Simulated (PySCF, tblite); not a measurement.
# C5H15B2NSi: geometry, infrared bands and NMR shifts

What infrared bands and NMR shifts should C5H15B2NSi (`C=CCN([SiH3])BB(C)C`) show?

Computed with tblite 0.8.0 and PySCF 2.14.0, with density-fitted response routines of our own, on a single molecule in the gas phase. Atoms are numbered from 0 throughout.

**1. The starting structure**

24 atoms, charge 0, multiplicity 1; geometry from: force field or distance geometry start.

Bonds of the start (Å): C0–C1 1.33, C1–C2 1.50, C2–N3 1.49, N3–Si4 1.79, N3–B5 1.54, B5–B6 1.66, B6–C7 1.59, B6–C8 1.59, C0–H9 1.09, C0–H10 1.08, C1–H11 1.10, C2–H12 1.12, C2–H13 1.12, Si4–H14 1.48, Si4–H15 1.47, Si4–H16 1.47, B5–H17 1.19, C7–H18 1.11, C7–H19 1.11, C7–H20 1.12, C8–H21 1.10, C8–H22 1.10, C8–H23 1.11.

**2. Optimising the geometry with GFN2-xTB**

Job settings and geometry (Å):

```
{"job": {"kind": "relax", "xc": "GFN2-xTB", "basis": "xTB"}, "charge": 0, "multiplicity": 1}
C      2.109300    -1.160600    -1.588000
C      2.319600    -0.614700    -0.395200
C      1.951700     0.801500    -0.074400
N      0.484900     1.003900    -0.198300
Si     0.092800     2.751000    -0.125900
B     -0.254900     0.335900     0.980500
B     -1.440500    -0.781300     0.686900
C     -2.199500    -1.444300     1.922500
C     -1.801700    -1.176800    -0.808500
H      1.624400    -0.582500    -2.372800
H      2.384800    -2.187300    -1.785600
H      2.797200    -1.220700     0.387100
H      2.307800     1.080600     0.947800
H      2.478100     1.453500    -0.812800
H      0.734700     3.444500    -1.263200
H     -1.364900     2.939000    -0.218600
H      0.583000     3.337800     1.130100
H      0.006700     0.628200     2.099200
H     -1.477700    -1.981400     2.567400
H     -2.963500    -2.168400     1.565300
H     -2.711100    -0.651800     2.517600
H     -0.915300    -1.601800    -1.307000
H     -2.621100    -1.912100    -0.818200
H     -2.136500    -0.272200    -1.359800
```

Run with:

```sh
$ OMP_NUM_THREADS=1 python probes_run.py task.json out
```

This one command runs all jobs of the session in turn.

**Question.** This job is followed by: GFN2-xTB harmonic vibrations, gas phase; GIAO PBE0/pcSseg-1 NMR shielding, non-relativistic, gas phase. What will the session give for the following? strongest single infrared mode (GFN2-xTB); zero-point energy (GFN2-xTB); 13C shifts against TMS (PBE0/pcSseg-1, means over atoms taken as alike); 1H shifts against TMS (PBE0/pcSseg-1, means over atoms taken as alike); 15N shifts against NH3 (PBE0/pcSseg-1); 29Si shifts against TMS (PBE0/pcSseg-1); 11B shifts against BF3·OEt2 (PBE0/pcSseg-1); surface potential, 1st and 99th percentile.

**Answer**, as computed:

| quantity | value |
| --- | --- |
| strongest single infrared mode (GFN2-xTB) | 810 cm⁻¹, 400 km/mol |
| zero-point energy (GFN2-xTB) | 118.3 kcal/mol |
| 13C shifts against TMS (PBE0/pcSseg-1, means over atoms taken as alike) | 145.2, 119.4, 62.5, 18.6 ppm |
| 1H shifts against TMS (PBE0/pcSseg-1, means over atoms taken as alike) | 6.23, 6.18, 5.66, 5.62, 4.54, 4.03, 1.17 ppm |
| 15N shifts against NH3 (PBE0/pcSseg-1) | 120.3 ppm |
| 29Si shifts against TMS (PBE0/pcSseg-1) | -43.5 ppm |
| 11B shifts against BF3·OEt2 (PBE0/pcSseg-1) | 100.8, 58.9 ppm |
| surface potential, 1st and 99th percentile | -0.59 V and 0.95 V |

**Reading.** Over 198 steps the energy fell by 1.538 eV; of the close pairs, N3–B5 changed most, 1.544 to 1.411 Å. All 66 modes are real, so the xTB geometry is a minimum. The strongest single mode, at 810 cm⁻¹, moves mainly H16 and H14. Unscaled tight-binding wavenumbers are off by several per cent, some by more. Its intensities can rank the bands wrongly. C1 (alkene CH) lies farthest downfield among carbon, at 145.2 ppm; an sp2 carbon of a C=C bond. H11 (hydrogen on an alkene CH) lies farthest downfield among hydrogen, at 6.23 ppm; olefinic region. At PBE0/pcSseg-1, counted by nearest atom on the grid, the HOMO lies on B5, B6 about 26 % each; H17 13 %, the LUMO on B6 48 %; H15, H18 about 7 % each.
